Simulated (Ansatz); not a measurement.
# Si5Se: further runs on a relaxed guess

Aim: for this structure of Si5Se, see whether it has a gap, which orbitals make up the states near it and how charge is shared.

Method: DFT PBE, scalar-relativistic, plane waves, PAW, in Ansatz 0.2.0.

1 further run of the same task is left out (it didn't finish).

### 1 Starting point

Symmetry: P6/mmm, No. 191, hexagonal system. Conventional cell: a = 5.047 Å, b = 5.047 Å, c = 4.558 Å, α = 90.00°, β = 90.00°, γ = 120.00°. Si (site symmetry mmm) is surrounded by 8 Si at 2.52 to 2.70 Å. Si (site symmetry -6m2) has 9 Si at 2.70 to 2.91 Å and 3 Se at 2.91 Å as nearest neighbours. Se (site symmetry 6/mmm) has 6 Si at 2.91 Å as nearest neighbours.

Coordinates:

```
CELL_PARAMETERS angstrom
5.04665 0.00000 0.00000
-2.52333 4.37053 0.00000
0.00000 0.00000 4.55779
ATOMIC_POSITIONS crystal
Si 0.00000 0.50000 0.50000
Si 0.33333 0.66667 0.00000
Si 0.66667 0.33333 0.00000
Si 0.50000 0.00000 0.50000
Si 0.50000 0.50000 0.50000
Se 0.00000 0.00000 0.00000
```

The cell was relaxed beforehand at this level, from a database cell with other species swapped in; it is a trial structure. At a tolerance of 0.05 Å it has space group P6/mmm (No. 191); it has 16.75 Å³/atom, an uncorrected energy of +0.56 eV/atom over the elements.

### 2 Static run: bands, density of states and charges

File input.yaml:

```yaml
crystal:
  lattice:
    - [5.0466509133, 2.7e-09, 0.0]
    - [-2.523325459, 4.3705278936, 0.0]
    - [0.0, 0.0, 4.5577862333]
  atoms:
    - { symbol: Si, position: [0.0, 0.5, 0.5] }
    - { symbol: Si, position: [0.3333333333, 0.6666666667, 0.0] }
    - { symbol: Si, position: [0.6666666667, 0.3333333333, 0.0] }
    - { symbol: Si, position: [0.5, 0.0, 0.5] }
    - { symbol: Si, position: [0.5, 0.5, 0.5] }
    - { symbol: Se, position: [0.0, 0.0, 0.0] }
basis:
  ecutwfc: 420
kpoints:
  mp_grid: { grid: [12, 12, 10] }
  band_path:
    path:
      - [[0.0, 0.0, 0.0], [0.5, 0.0, 0.0], [0.33333333, 0.33333333, 0.0], [0.0, 0.0, 0.0], [0.0, 0.0, 0.5], [0.5, 0.0, 0.5], [0.33333333, 0.33333333, 0.5], [0.0, 0.0, 0.5]]
      - [[0.5, 0.0, 0.5], [0.5, 0.0, 0.0]]
      - [[0.33333333, 0.33333333, 0.5], [0.33333333, 0.33333333, 0.0]]
    npoints: 14
hamiltonian:
  xc: pbe
scf:
  occupations: { method: gaussian, width: 0.1 }
  n_extra_bands: 15
output:
  forces: true
  stress: true
  eigenvalues: true
  populations: true
  dos: { projected: true, de: 0.02, nscf_kmesh: { grid: [15, 15, 12] } }
  bader: true
  write_density: true
  write_potential: true
  elf: true
  volumetric_format: npy
```

The run is started by

```console
$ ansatz run input.yaml --threads 1 --pin off --max-ram 2560MiB --backend cpu --events-out ev --progress --plain --runs-dir out
```

The program printed:

```text
Warning: RAYON_NUM_THREADS=1 ignored (pool sized by the plan → 1); use --threads N
scf.n_extra_bands = 15 over 18 filled bands (N_el = 36.0): the run solves 33 bands
Engine: ansatz 0.2.0, aarch64-unknown-linux-gnu
Pseudopotentials: kind: paw
Pseudopotential: Si, paw, valence charge 4, recommended cutoff 420 eV (normal), Si.paw.azcp
Pseudopotential: Se, paw, valence charge 16, recommended cutoff 420 eV (normal), Se.paw.azcp
Functional definition: PBE
  parameter kappa = 0.804
  parameter beta = 0.06672455060314922
  exchange = pbe_x(kappa = kappa, mu = beta*pi^2/3)
  correlation = pbe_c(beta = beta)
Crystal: 6 atoms, lattice volume = 100.529 Å³
Basis set: ecut = 420 eV, 2001 PW (Γ), exchange–correlation on 72×72×64 points (8 copies of the dense FFT grid, shifted against one another)
Bands: 33, of which v1, the nominal top of the filled ones, is band 18 counted from 1 (17 counted from 0)
Symmetry: 24 space group operations
Space group: P6/mmm (ITA 191), of the structure as read, at distance tolerance 4.6e-5 Å
k-points: 114 of 1440
Non-local potential: Si, projectors of the file, l = 0: 2, l = 1: 2, l = 2: 2
Non-local potential: Se, projectors of the file, l = 0: 2, l = 1: 2, l = 2: 3, l = 3: 1
PAW form: soft (Blöchl's): semilocal exchange-correlation on the pseudo side does not see the compensation charge
PAW one-centre angular grid: Si, 110 points (default); XC on 64 Gauss nodes
PAW one-centre angular grid: Se, 590 points (default); XC on 64 Gauss nodes
Initial density: superposition of atomic densities (neutral atoms: chi_scale 0, normalization atom), corrected by the library's trained network
Initial wavefunctions: pseudopotential atomic-orbital guess
Functional: x = pbe(κ = 0.804, μ = 0.2195149727645171), c = pbe(β = 0.06672455060314922)
SCF iter   1: F=—  HF=-8644.771877 eV  |F-HF|=—  |Δ(HF+E_count)|=         —  Δρ=3.51e-3  dr2=3.43e-2  ethr=1.77e-3  ⟨swp⟩=6.4  Hψ=18615  notcnv=0  defer=350
preconditioner: auto → Kerker (q_TF=auto, 2.299 Å⁻¹)  [metal: Δε(μ)=0.004 eV  Ē_g=10.789 eV  σ=0.100 eV  W_gap=0.02  n_scr=20 (ndim 8)  ℏωp=18.9 eV  f_vac=0.000  D(μ)=2.33/eV (n_scr^D=20)]
SCF iter   2: F=—  HF=-8644.767937 eV  |F-HF|=—  |Δ(HF+E_count)|=   3.94e-3  Δρ=1.52e-3  dr2=3.89e-3  ethr=9.53e-5  ⟨swp⟩=1.0  Hψ=4675  notcnv=0  defer=406
SCF iter   3: F=—  HF=-8644.767316 eV  |F-HF|=—  |Δ(HF+E_count)|=   6.21e-4  Δρ=6.94e-4  dr2=8.50e-4  ethr=1.08e-5  ⟨swp⟩=2.1  Hψ=3652  notcnv=0  defer=406
SCF iter   4: F=—  HF=-8644.767174 eV  |F-HF|=—  |Δ(HF+E_count)|=   1.42e-4  Δρ=2.27e-4  dr2=7.23e-5  ethr=2.36e-6  ⟨swp⟩=2.5  Hψ=4548  notcnv=0  defer=406
SCF iter   5: F=—  HF=-8644.767119 eV  |F-HF|=—  |Δ(HF+E_count)|=   5.56e-5  Δρ=6.70e-5  dr2=9.06e-6  ethr=2.01e-7  ⟨swp⟩=2.2  Hψ=4433  notcnv=0  defer=406
SCF iter   6: F=—  HF=-8644.767119 eV  |F-HF|=—  |Δ(HF+E_count)|=   4.68e-7  Δρ=1.99e-5  dr2=7.43e-7  ethr=2.52e-8  ⟨swp⟩=2.2  Hψ=4300  notcnv=0  defer=406
SCF iter   7: F=-8644.767119 eV  HF=-8644.767119 eV  |F-HF|=5.56e-9  |Δ(HF+E_count)|=   2.08e-7  Δρ=4.70e-6  dr2=2.79e-8  ethr=2.78e-10  ⟨swp⟩=15.3  Hψ=27241  notcnv=0
SCF 1 converged in 7 iterations: F = -8644.767119 eV  dr2 = 2.79e-8
NSCF: frozen V_eff on 129 k-points
NSCF: frozen V_eff on 189 k-points
SCF converged after 7 iterations
Free energy (F): -8644.767119 eV
Harris-Foulkes:  -8644.767119 eV  (|F-HF|=5.56e-9)
Internal energy: -8644.755373 eV  (E = F + TS)
E sigma→0 (E₀):  -8644.761246 eV
Entropy (-TS):   -0.011747 eV (-1.958 meV/atom)
Fermi energy:    9.466234 eV
--- Per-component energies (eV) ---
  E_band       = -281.726780
  E_kinetic    = 318.497889
  E_local      = -2807.972860  (includes V_loc(G=0)·N_el)
  E_nonlocal   = -467.172252
  E_hartree    = 1400.319698
  E_xc         = -382.013391
  E_vxc        = -334.244421  (∫ρ·V_xc dr)
  E_paw        = -4472.305470  (= ΣΔE_a)
  E_vpaw       = 208.531407  (= ΣTr[D̂ρ^β])
  E_aug_tail   = -0.000522  (compensation charges beyond the density's cutoff)
  E_ewald      = -2234.108465
  E_smearing   = -0.011747  (= −TS)
  E_closure    = 0.000000  (closes the sum)
  Σ components = -8644.767119   (vs F -8644.767119, Δ=0.00e0)
--- Forces (eV/Å), atoms counted from 1 ---
  atom   1  Si    -0.00000000     0.00000000     0.00000000
  atom   2  Si     0.00000000    -0.00000000    -0.00000000
  atom   3  Si     0.00000000     0.00000000     0.00000000
  atom   4  Si    -0.00000000     0.00000000     0.00000000
  atom   5  Si    -0.00000000    -0.00000000     0.00000000
  atom   6  Se     0.00000000     0.00000000     0.00000000
  max |Σ_I F_I| component: 1.85e-17 eV/Å
--- Stress (GPa, compression-positive) ---
       -0.024823      -0.000000       0.000000
       -0.000000      -0.024823      -0.000000
        0.000000      -0.000000       0.018162
  P = ⅓ Tr σ = -0.0105 GPa (-0.105 kbar)
--- Band table (eV; the first three rows and the last of 114) ---
  k-point 0: bands = ["-38.3746", "-38.3746", "-38.3097", "-38.3097", "-38.2883", "-4.9601", "-1.5631", "1.6490", "3.1706", "3.3906", "3.3906", "3.6846", "4.3983", "4.3983", "8.3306", "8.5941", "8.8778", "9.1377", "9.1377", "10.0042", "10.0042", "10.1128", "10.1128", "12.7837", "13.8433", "13.8433", "15.6781", "15.6781", "18.1453", "19.0257", "19.0257", "20.1871", "20.3271"]
  k-point 1: bands = ["-38.3746", "-38.3746", "-38.3097", "-38.3097", "-38.2883", "-4.9093", "-1.6183", "1.7114", "2.3626", "3.4564", "3.4564", "4.4551", "4.4551", "4.6896", "7.2323", "8.6988", "8.8348", "8.8348", "8.8842", "8.8842", "9.8122", "11.3924", "11.3924", "13.0860", "14.1116", "14.1116", "15.8212", "15.8212", "18.1692", "19.0663", "19.0663", "19.1665", "20.2215"]
  k-point 2: bands = ["-38.3746", "-38.3746", "-38.3097", "-38.3097", "-38.2883", "-4.7625", "-1.7924", "1.5890", "1.8958", "3.6525", "3.6525", "4.6221", "4.6221", "6.0405", "6.1428", "7.7331", "7.7331", "8.2931", "8.2931", "8.3391", "11.2598", "12.8196", "12.8196", "13.8091", "14.6266", "14.6266", "16.3655", "16.3655", "17.3565", "18.2341", "19.1700", "19.1700", "19.8664"]
  k-point 113: bands = ["-38.3746", "-38.3746", "-38.3097", "-38.3097", "-38.2883", "-3.4954", "-0.7749", "-0.7749", "0.0662", "0.0662", "2.4139", "6.0154", "7.1809", "7.1809", "7.6583", "7.6583", "8.0488", "11.7144", "11.7144", "11.9085", "12.8321", "12.8321", "13.1564", "13.6251", "13.6251", "13.8879", "14.5065", "14.5065", "15.2696", "15.7385", "16.7569", "16.7569", "18.2821"]
--- Löwdin populations: 6 sites ---
  site symbol       q [e]
     0     Si      3.8793
     1     Si      3.8584
     2     Si      3.8584
     3     Si      3.8793
     4     Si      3.8793
     5     Se     16.1257
  spilling = 0.014433 (of n_electrons = 36.000000)
--- Bader charges: 6 sites ---
  site symbol  charge [e]  shift [e]
     0     Si      0.0529     0.0002
     1     Si      0.1547     0.0002
     2     Si      0.1547     0.0002
     3     Si      0.0529     0.0002
     4     Si      0.0529     0.0002
     5     Se     -0.4681     0.0001
  estimated error of the sums over rays = 3.8e-4 e
```

It took 94 s on 1 thread of Arm Neoverse V2, shared host; peak memory 0.64 GiB.

By site:

| atom | Löwdin electrons | Bader charge (e) | Bader volume (Å³) |
| --- | --- | --- | --- |
| Si1 | 3.88 | +0.05 | 15.9 |
| Si2 | 3.86 | +0.15 | 15.1 |
| Si3 | 3.86 | +0.15 | 15.1 |
| Si4 | 3.88 | +0.05 | 15.9 |
| Si5 | 3.88 | +0.05 | 15.9 |
| Se6 | 16.13 | -0.47 | 22.6 |

The Löwdin counts miss 0.52 of the 36 electrons, which the atomic orbitals do not span, so they are no charges.

bands.tsv at the labelled points (eV, zero at the Fermi level; the bands nearest the Fermi level):

```tsv
point	band 15	band 16	band 17	band 18	band 19	band 20	band 21	band 22
Γ	-1.14	-0.87	-0.59	-0.33	-0.33	0.54	0.54	0.65
M	-2.18	-1.51	-1.08	-0.01	0.03	0.20	0.89	1.15
K	-3.33	-2.80	-1.51	0.58	0.58	1.64	2.47	2.49
Γ	-1.14	-0.87	-0.59	-0.33	-0.33	0.54	0.54	0.65
A	-3.97	-3.97	-2.70	-2.70	-2.19	1.71	2.03	5.79
L	-0.47	-0.11	0.06	0.78	1.01	2.32	2.45	2.56
H	-1.81	-1.81	-1.42	2.25	2.25	2.44	3.37	3.37
A	-3.97	-3.97	-2.70	-2.70	-2.19	1.71	2.03	5.79
L	-0.47	-0.11	0.06	0.78	1.01	2.32	2.45	2.56
M	-2.18	-1.51	-1.08	-0.01	0.03	0.20	0.89	1.15
H	-1.81	-1.81	-1.42	2.25	2.25	2.44	3.37	3.37
K	-3.33	-2.80	-1.51	0.58	0.58	1.64	2.47	2.49
```

Counts of states by energy window (eV from the Fermi level), total and by projection:

```csv
from,to,total,Si 3s,Si 3p,Se 4p
-8,-7,1.36,0.54,0.68,0.11
-7,-6,2.11,0.86,0.98,0.18
-6,-5,1.59,0.49,0.87,0.20
-5,-4,2.52,0.58,1.39,0.47
-4,-3,2.29,0.52,1.18,0.51
-3,-2,2.70,0.57,1.35,0.68
-2,-1,3.08,0.53,1.54,0.88
-1,0,3.18,0.47,1.57,0.98
0,1,2.91,0.40,1.70,0.63
1,2,2.49,0.35,1.67,0.25
2,3,2.55,0.31,1.72,0.21
3,4,2.90,0.41,1.85,0.13
4,5,3.16,0.37,1.88,0.16
5,6,3.32,0.27,1.80,0.16
```

Below -8 eV lie 17 or so more states.

Density in a lattice plane of the grid's cell (edges 5.05 and 5.05 Å, at 0.000 of the third edge), which holds Si and Se.

Values in e/Å³, 12 rows by 12 columns:
```
10.77  1.58  0.42  0.21  0.21  0.27  0.27  0.21  0.20  0.41  1.53 10.11
 0.92  0.42  0.23  0.26  0.34  0.36  0.35  0.25  0.23  0.41  0.87  1.53
 0.29  0.21  0.26  0.33  0.22  0.22  0.35  0.25  0.20  0.28  0.41  0.41
 0.17  0.21  0.34  0.22  0.06  0.22  0.35  0.21  0.17  0.20  0.23  0.20
 0.20  0.27  0.36  0.22  0.22  0.36  0.28  0.20  0.21  0.25  0.25  0.21
 0.23  0.27  0.35  0.35  0.35  0.28  0.23  0.28  0.35  0.35  0.35  0.27
 0.20  0.21  0.25  0.25  0.21  0.20  0.28  0.36  0.22  0.22  0.36  0.27
 0.17  0.20  0.23  0.20  0.17  0.21  0.35  0.22  0.06  0.22  0.34  0.21
 0.29  0.41  0.41  0.28  0.20  0.25  0.35  0.22  0.22  0.33  0.26  0.21
 0.92  1.53  0.87  0.41  0.23  0.25  0.35  0.36  0.34  0.26  0.23  0.42
10.77 10.11  1.53  0.41  0.20  0.21  0.27  0.27  0.21  0.21  0.42  1.58
45.34 10.77  0.92  0.29  0.17  0.20  0.23  0.20  0.17  0.29  0.92 10.77
```
Columns run along the first of these edges and rows up along the second, over one cell in 12 and 12 even steps from the bottom left corner. Atoms in the plane (fractional): Si at (0.33, 0.67), Si at (0.67, 0.33), Se at (0.00, 0.00).

ELF in the same plane.

Ten even steps from '0' (0.12) to '9' (0.76):
```
248996423466654224799841
789974346788875335899865
998643578999986435899999
975445787777886435789999
543467755555786334577877
223687557746885322345543
235886578657974222333322
357986555579864334555443
568987556898655677777765
568888788886568888788886
556777777655689865578986
334455543346897555568975
222333322247975687568853
234554322358864775578632
577877543368755555776434
999998753468877778754457
999999853468999987534689
756899853357888764347998
214899742245666432469984
015898532245554223589851
```
Columns run along the first of these edges and rows up along the second, over one cell in 24 and 20 even steps from the bottom left corner. Atoms in the plane (fractional): Si at (0.33, 0.67), Si at (0.67, 0.33), Se at (0.00, 0.00).

Both are smooth fields of the valence electrons: close to the nuclei they are not physical.

Outside the cores ELF peaks at 0.83 beside Se, off the lines to its neighbours, 0.8 Å from Se; 0.80 on the Si–Si line, 1.0 Å from Si; 0.76 in the shell around Se, 0.8 Å from Se.

### 3 A further run, with the input changed

File input.yaml:

```yaml
crystal:
  lattice:
    - [5.0466509133, 2.7e-09, 0.0]
    - [-2.523325459, 4.3705278936, 0.0]
    - [0.0, 0.0, 4.5577862333]
  atoms:
    - { symbol: Si, position: [0.0, 0.5, 0.5] }
    - { symbol: Si, position: [0.3333333333, 0.6666666667, 0.0] }
    - { symbol: Si, position: [0.6666666667, 0.3333333333, 0.0] }
    - { symbol: Si, position: [0.5, 0.0, 0.5] }
    - { symbol: Si, position: [0.5, 0.5, 0.5] }
    - { symbol: Se, position: [0.0, 0.0, 0.0] }
basis:
  ecutwfc: 420
kpoints:
  mp_grid: { grid: [12, 12, 10] }
hamiltonian:
  xc: pbe
scf:
  occupations: { method: gaussian, width: 0.1 }
  mixing: { algorithm: anderson, beta: 0.001, ndim: 1 }
  max_iter: 75
output:
  forces: true
  eigenvalues: true
  stress: true
```

The run is started by

```console
$ ansatz run input.yaml --threads 1 --pin off --max-ram 2560MiB --backend cpu --events-out ev --progress --plain --runs-dir out
```

The program printed, cut to the lines that bear on the results:

```text
Warning: RAYON_NUM_THREADS=1 ignored (pool sized by the plan → 1); use --threads N
[...]
[... 4 set-up lines as earlier in the session ...]
[...]
Crystal: 6 atoms, lattice volume = 100.529 Å³
Basis set: ecut = 420 eV, 2001 PW (Γ), exchange–correlation on 72×72×64 points (8 copies of the dense FFT grid, shifted against one another)
Bands: 24, of which v1, the nominal top of the filled ones, is band 18 counted from 1 (17 counted from 0)
[... 2 set-up lines as earlier in the session ...]
k-points: 114 of 1440
[...]
SCF iter   1: F=—  HF=-8644.772329 eV  |F-HF|=—  |Δ(HF+E_count)|=         —  Δρ=3.55e-3  dr2=3.48e-2  ethr=1.77e-3  ⟨swp⟩=6.1  Hψ=13847  notcnv=0  defer=1
[...]
SCF iter  38: F=-8644.767119 eV  HF=-8644.767119 eV  |F-HF|=6.18e-9  |Δ(HF+E_count)|=  1.82e-12  Δρ=1.50e-6  dr2=7.06e-9  ethr=1.96e-11  ⟨swp⟩=1.9  Hψ=9483  notcnv=0
[...]
SCF converged after 38 iterations
Free energy (F): -8644.767119 eV
[...]
E sigma→0 (E₀):  -8644.761246 eV
Entropy (-TS):   -0.011746 eV (-1.958 meV/atom)
Fermi energy:    9.466241 eV
[...]
--- Forces (eV/Å), atoms counted from 1 ---
  atom   1  Si    -0.00000000     0.00000000     0.00000000
  atom   2  Si     0.00000000    -0.00000000    -0.00000000
  atom   3  Si    -0.00000000     0.00000000     0.00000000
  atom   4  Si    -0.00000000     0.00000000     0.00000000
  atom   5  Si    -0.00000000     0.00000000     0.00000000
  atom   6  Se     0.00000000     0.00000000     0.00000000
[...]
--- Stress (GPa, compression-positive) ---
       -0.024791      -0.000000       0.000000
       -0.000000      -0.024791      -0.000000
        0.000000      -0.000000       0.017804
  P = ⅓ Tr σ = -0.0106 GPa (-0.106 kbar)
--- Band table (eV; the first three rows and the last of 114) ---
[... band rows left out ...]
[...]
```

It took 2.1 min on 1 thread of Arm Neoverse V2, shared host; peak memory 0.77 GiB.

### 4 A look at that input

The program finished normally. Convergence says nothing about whether the input makes sense.

Look at the input: scf.mixing.algorithm is anderson; scf.mixing.beta is 0.001; scf.mixing.ndim is 1. The risk: mixing too weak. The residual crept for many cycles and then fell at once, which so weak a step can't do by itself: the program changed its mixing. Several mixing settings were changed at once, so this run can't tell how much each is to blame.

The way back: delete scf.mixing.algorithm, scf.mixing.beta and scf.mixing.ndim (the default then holds).

| run | ending | energy change | pressure (GPa) | gap (eV) | force (eV/Å) | cycles | time |
| --- | --- | --- | --- | --- | --- | --- | --- |
| step 2 | converged | 0 | 0.0 | 0.00 | 0.00 | 7 | 94 s |
| altered | converged | 0.0 meV/atom | 0.0 | 0.00 | 0.00 | 38 | 2.1 min |

Same state: the changed mixing leaves the energy within 0.5 meV/atom.

### 5 Summary of results

| quantity | value |
| --- | --- |
| gap | none (metal) |
| states at the Fermi level | 3.04 per eV per cell |
| Bader charges | Si +0.05 to +0.15, Se -0.47 e |

**Reading.** Bands cross the Fermi level: a metal at this level of theory. Of the projected weight within 0.25 eV of the Fermi level, the largest part is Si 3p (55 %) and Se 4p (29 %). Charge transfer between the atoms is moderate (Bader charges up to 0.5 e). The final runs have no spin polarisation, so no magnetic state was tried and one may lie lower.
